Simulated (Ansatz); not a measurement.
# SiAsH2+ (singlet): wave-function methods side by side, cc-pVDZ

The task here is to estimate one member of a computed series from the others.

The runs use Ansatz 0.2.0, Gaussian basis; cc-pVDZ, core rule «outside noble gas», up to 19 orbitals frozen.

The runs, in order: UHF; CCSD(T) on RHF; CCSD(T) on UHF; BCCD(T) on RHF; CISD; CCSDT(Q) on RHF; CCSDT(Q) on UHF; CCSDTQ on RHF; CASSCF and MRCISD+Q, 10 electrons in 10 orbitals; CASSCF and NEVPT2, 10 electrons in 10 orbitals.

5 further runs of the same task are left out: 5 set aside as unsound or not needed.

### What is computed

The geometry is a PBE0/def2-TZVP stationary point (not a proven minimum) of the parent state, kept for this charge and spin. No spin-orbit coupling is included. The filled d shell of As may be among the frozen orbitals whatever the setting's name suggests; the logs give the count.

4 atoms, charge 1, spin multiplicity 1.

Atoms are counted from 1 here; the program's logs count them from 0.

Bond lengths: Si1–As2 2.163 Å, Si1–H3 1.486 Å, Si1–H4 1.486 Å. Angles: As2–Si1–H3 124.4°, As2–Si1–H4 124.4°, H3–Si1–H4 111.2°.

The first run:

in.yaml reads:

```yaml
crystal:
  periodic: [false, false, false]
  atoms:
    - {symbol: Si, position_ang: [0.000000, 0.000000, 1.527212]}
    - {symbol: As, position_ang: [0.000000, 0.000000, -0.636167]}
    - {symbol: H, position_ang: [0.000000, 1.225885, 2.366293]}
    - {symbol: H, position_ang: [0.000000, -1.225885, 2.366293]}
basis:
  gaussian: {orbitals: cc-pVDZ}
total_charge: 1
magnetization: {spin_polarized: true, initial_magnetization: 0}
hamiltonian: {xc: hf}
output: {orbitals: {seedname: orbitals}}
```

Launch:

```console
> ansatz run in.yaml --threads 1 --pin off --events-out ev --progress --plain --max-ram 2816MiB --backend cpu
```

Among the steps run: UHF; CCSD(T) on RHF; CCSD(T) on UHF; BCCD(T) on RHF; CISD; CCSDT(Q) on RHF; CCSDT(Q) on UHF; CCSDTQ on RHF; CASSCF and MRCISD+Q, 10 electrons in 10 orbitals; CASSCF and NEVPT2, 10 electrons in 10 orbitals.

One of the session's tables, all rows but one given; the rest of the session is left out.

| method | from RCCSDTQ (kJ/mol) |
| --- | --- |
| RHF | +554.8 |
| RMP2 | +129.7 |
| CISD | +71.7 |
| RCCSD | +25.1 |
| RCCSD(T) | +5.6 |
| BCCD(T) | +5.7 |
| RCCSDT | ? |
| RCCSDT(Q) | +0.1 |
| RCCSDTQ | 0 |
| CASSCF valence | +324.7 |
| NEVPT2 valence | +90.1 |
| MRCISD valence | +24.8 |
| MRCISD+Q valence | +4.4 |

Estimate the missing values for RCCSDT.

The run gave: from RCCSDTQ (kJ/mol): +1.8. In the column «from RCCSDTQ (kJ/mol)» it lies between RCCSDT(Q) (+0.1) and MRCISD+Q valence (+4.4).

Limits of these values: Left out of the table: UHF, UMP2, UCCSD, UCCSD(T), UCCSDT, UCCSDT(Q) (another determinant or state than the rows shown).
